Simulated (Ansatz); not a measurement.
A run of Ansatz 0.2.0 is set up as follows.

input.yaml

```yaml
crystal:
  lattice:
    - [6.80067, -1.92163, -0.02621]
    - [6.80067, 1.92163, -0.02621]
    - [-1.72225, 0.0, 10.37288]
  atoms:
    - { symbol: Ta, position: [0.29832, 0.29832, 0.63042] }
    - { symbol: Ta, position: [0.35838, 0.35838, 0.00386] }
    - { symbol: Ta, position: [0.64153, 0.64153, 0.99841] }
    - { symbol: As, position: [0.7021, 0.7021, 0.36249] }
    - { symbol: Au, position: [0.60176, 0.60176, 0.63181] }
    - { symbol: Au, position: [0.39989, 0.39989, 0.36577] }
    - { symbol: O, position: [0.34257, 0.34257, 0.80557] }
    - { symbol: O, position: [0.41638, 0.41638, 0.55635] }
    - { symbol: O, position: [0.78159, 0.78159, 0.59389] }
    - { symbol: O, position: [0.65958, 0.65958, 0.20071] }
    - { symbol: O, position: [0.59095, 0.59095, 0.43486] }
    - { symbol: O, position: [0.21897, 0.21897, 0.41156] }
    - { symbol: O, position: [0.61546, 0.61546, 0.82214] }
    - { symbol: O, position: [0.144, 0.144, 0.64097] }
    - { symbol: O, position: [0.383, 0.383, 0.17947] }
    - { symbol: O, position: [0.84498, 0.84498, 0.35825] }
    - { symbol: O, position: [0.5005, 0.5005, 0.00258] }
    - { symbol: O, position: [0.81269, 0.81269, 0.99232] }
    - { symbol: O, position: [0.18737, 0.18737, 0.00856] }
hamiltonian:
  xc: pbesol
  pseudopotentials: { kind: paw }
  dispersion: d3bj
kpoints:
  mp_grid: { grid: [5, 5, 2] }
scf:
  occupations: { method: fermi_dirac, width: 0.05 }
output:
  forces: true
  stress: true
  eigenvalues: true
relax:
  f_tol: 0.01
  max_steps: 40
  cell: { stress_tol: 0.05 }
```

Potentials or basis: Ansatz PAW.

Launch:

```sh
$ ansatz run input.yaml --threads 8 --pin off --max-ram 20480MiB --backend cpu --events-out ev --progress --plain --runs-dir out
```

Problem. Predict the relaxed volume.

Solution. 13.59 Å³/atom.

Problem. Estimate the band gap on the k mesh.

Solution. None (metal or under the smearing width).

Problem. What does it give for the relaxed cell?

Solution. a = 6.937 Å, b = 6.937 Å, c = 10.348 Å, α = 99.70°, β = 99.70°, γ = 31.78°.

Problem. Predict the space group after relaxing (to 0.05 Å).

Solution. Cm (No. 8).

The path:
```csv
step,energy change (eV),largest force (eV/Å),volume (Å³)
1,0.0000,0.2961,270.94
2,-0.3020,0.3245,257.83
3,-0.3143,0.1696,259.28
4,-0.3192,0.1443,259.15
5,-0.3248,0.0991,258.84
6,-0.3275,0.1297,258.56
7,-0.3279,0.0718,258.60
8,-0.3279,0.0503,258.62
9,-0.3279,0.0132,258.63
10,-0.3282,0.0076,258.56
11,-0.2896,0.0074,258.56
12,-0.2921,0.0301,258.04
13,-0.2917,0.0064,258.15
14,-0.2900,0.0065,258.15
```

Caveat: the plane-wave basis is chosen anew once the cell has moved, so the energies of steps on either side of that aren't comparable; the pressure holds a Pulay correction of +0.7 GPa for the finite cutoff; pairwise dispersion overbinds metals, which lowers pressure and volume; the PAW data sets come from PBE, with cores solved anew for the run's functional, which leaves a small shift of forces and pressure. The run has no spin-orbit coupling, so splittings on Au, Ta are missing.
